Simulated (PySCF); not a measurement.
**Ta3: structure of the sextet**

The task is one start of a wider search on Ta3: the sextet, from a linear chain start. It is relaxed, tested by its Hessian and followed downhill if it is a saddle.

Program: PySCF 2.14.0. Level of theory: PBE0, basis Ta def2-TZVP with ECP60, scalar-relativistic core potentials, no spin–orbit coupling, density fitting. These are calculated values, not measurements.

## 1. Starting geometry

3 atoms, charge 0, spin multiplicity 6.

Bond lengths: Ta1–Ta2 2.774 Å, Ta1–Ta3 2.774 Å. Angles: Ta2–Ta1–Ta3 180.0°.

```xyz
3
charge 0 multiplicity 6
Ta    0.0000    0.0000    0.0000
Ta    0.0000    0.0000    2.7740
Ta    0.0000    0.0000   -2.7740
```

## 2. First SCF at the start

The steps below are one call of a driver around PySCF. For each, scf.py gives the equivalent set-up of the SCF; relaxations use the driver's own optimiser. After this first run the driver tries any further starts and a stability analysis.

scf.py reads:

```python
from pyscf import gto, scf, dft
mol = gto.M(atom='''
Ta     0.000000     0.000000     0.000000
Ta     0.000000     0.000000     2.774000
Ta     0.000000     0.000000    -2.774000''',
    basis={'Ta': 'def2-TZVP'},
    ecp={'Ta': 'def2-TZVP'},
    charge=0, spin=5)
mf = dft.UKS(mol, xc='PBE0')
mf.grids.atom_grid = (50, 194)
aux = {'Ta': 'def2-universal-JKFIT'}
mf = mf.density_fit(auxbasis=aux)
mf.conv_tol = 1e-08
mf.diis_space = 10
mf.max_cycle = 60
mf.init_guess = 'minao'
mf.verbose = 4
mf.kernel()
```

Command:

```
OMP_NUM_THREADS=4 python axn.py task.json out
```

Further steps of the session: Relaxation: linear chain start, sextet; Hessian and properties.

Before running it: what results should come out? Wanted: minimum; geometry; wavenumbers; dipole moment; highest occupied, lowest empty level; polar-tensor charge of Ta1; zero-point energy; atomisation energy; ⟨S²⟩.

**Answer**, as computed:

```
                                          quantity                                value
                                           minimum                          sextet, D∞h
                                          geometry  Ta–Ta 2.324 Å (×2); Ta–Ta–Ta 180.0°
                                wavenumbers (cm⁻¹)         32 (πu), 90 (σu+), 168 (σg+)
                                     dipole moment                               0.00 D
highest occupied, lowest empty level (either spin)                      -4.65, -2.52 eV
                        polar-tensor charge of Ta1                              -0.26 e
                                 zero-point energy                           1.9 kJ/mol
                               entropy at 298.15 K                      361.8 J/(mol K)
         atomisation energy (no zero-point energy)                           473 kJ/mol
                                              ⟨S²⟩                                8.861
```

The linear chain start keeps its D∞h symmetry and ends in a minimum. In the infrared the band at 90 cm⁻¹ (σu+, stretch) leads. The first SCF alone would have been 55 kJ/mol too high. Only this shape and spin were tried, so other structures or states may lie lower. One determinant may miss the lowest occupation of an open d or f shell. With an element this heavy the missing spin–orbit coupling can shift these numbers.
